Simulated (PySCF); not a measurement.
# OZr: the cost of one run

Program: PySCF 2.14.0. Level of theory: relaxation, HF, def2-tzvpd, and further levels as typed in the inputs. These are calculated values, not measurements.

## 1. The starting structure

Bond lengths: Zr1–O2 1.690 Å.

Coordinates:

```xyz
2

Zr    0.0000    0.0000    0.0000
O     0.0000    0.0000    1.6900
```

## 2. Relaxation: OZr, charge +1

run.py reads:

```python
from pyscf import gto, scf
from pyscf.geomopt.geometric_solver import optimize
mol = gto.M(atom="mol.xyz", basis="def2-tzvpd", charge=1, spin=1, verbose=4)
mol.set(ecp='def2-tzvpd').build()
mf = scf.UHF(mol).run(conv_tol=1e-9)
for i in range(6):  # look for a lower solution of the same spin
    mo, _, ok, _ = mf.stability(return_status=True)
    if ok: break
    mf.kernel(mf.make_rdm1(mo, mf.mo_occ))
print(f"converged SCF energy = {mf.e_tot:.10f}, stable: {ok}")
mf = mf.newton()  # steadier than the usual iterations for open shells
m = optimize(mf, maxsteps=60)
print("optimised structure (A):")
for k in range(m.natm): print(m.atom_symbol(k), *(f"{x:.8f}" for x in m.atom_coords(unit="A")[k]))
```

Started as:

```console
$ python run.py
```

**Question.** How long does this run take on 2 threads of Intel Xeon 6975P-C (Granite Rapids), shared host?

About 8.8 s.
